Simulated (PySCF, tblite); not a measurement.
# C5H2FO radical: geometry, infrared bands and EPR parameters

Wanted: the infrared bands and EPR parameters of C5H2FO radical (`[C]#CC(=O)/C=C\F`), by calculation.

The runs use tblite 0.8.0 and PySCF 2.14.0, with density-fitted response routines of our own; the level of theory stands in each step. All values are computed, except where a source is named. Atoms are numbered from 0 throughout.

**1. The molecule as given**

9 atoms, charge 0, multiplicity 2; geometry from: force field or distance geometry start.

Bonds of the start (Å): C0–C1 1.56, C1–C2 1.44, C2–O3 1.22, C2–C4 1.49, C4–C5 1.33, C5–F6 1.35, C4–H7 1.08, C5–H8 1.07.

**2. Optimising the geometry with GFN2-xTB**

What the job is given:

```
{"job": {"kind": "relax", "xc": "GFN2-xTB", "basis": "xTB"}, "charge": 0, "multiplicity": 2}
C      2.691800     1.080400     1.104100
C      1.660800     0.110500     0.449800
C      0.730900    -0.820000    -0.142200
O      1.115000    -1.921700    -0.498700
C     -0.707200    -0.484800    -0.364300
C     -1.279600     0.676900    -0.054500
F     -0.606900     1.696300     0.517000
H     -1.283800    -1.267400    -0.828800
H     -2.307400     0.935700    -0.207500
```

Command:

```sh
> OMP_NUM_THREADS=1 python probes_run.py task.json out
```

One launch serves the whole session: the jobs run in the order shown.

**Question.** This job is followed by: GFN2-xTB harmonic vibrations, gas phase; UKS B3LYP, pcH-1 on C F H O, non-relativistic, mean-field spin-orbit, GIAO. Predict these results of the whole session: strongest single infrared mode (GFN2-xTB); zero-point energy (GFN2-xTB); g(iso) (B3LYP); ⟨S²⟩; largest a(iso); potential on the surface of density 0.002 e/bohr³, 1st and 99th percentile.

As calculated:

```
                                                                  quantity                  value
                                 strongest single infrared mode (GFN2-xTB)  1668 cm⁻¹, 276 km/mol
                                              zero-point energy (GFN2-xTB)          31.4 kcal/mol
                                                            g(iso) (B3LYP)                2.00270
                                                                      ⟨S²⟩     0.773 (exact 0.75)
                                                            largest a(iso)   13C on C0, 973.5 MHz
potential on the surface of density 0.002 e/bohr³, 1st and 99th percentile     -1.46 V and 1.78 V
```

Over 35 steps the energy fell by 2.895 eV; of the close pairs, C0–C1 changed most, 1.559 to 1.202 Å. The frame itself reshapes: C0···C1 goes from 1.56 to 1.20 Å. No mode is imaginary among the 21: a minimum at this level. The strongest single mode, at 1668 cm⁻¹, moves mainly C5 and C4. GFN2-xTB is a fitted tight-binding method: band positions and strengths are rough. Its intensities can rank the bands wrongly. C0 carries the largest spin population, 1.15 e. The isotropic g lies 0.4 ppt above the free-electron value. The conformer search found further structures of the same energy, which may be mirror or relabelled copies of this one.
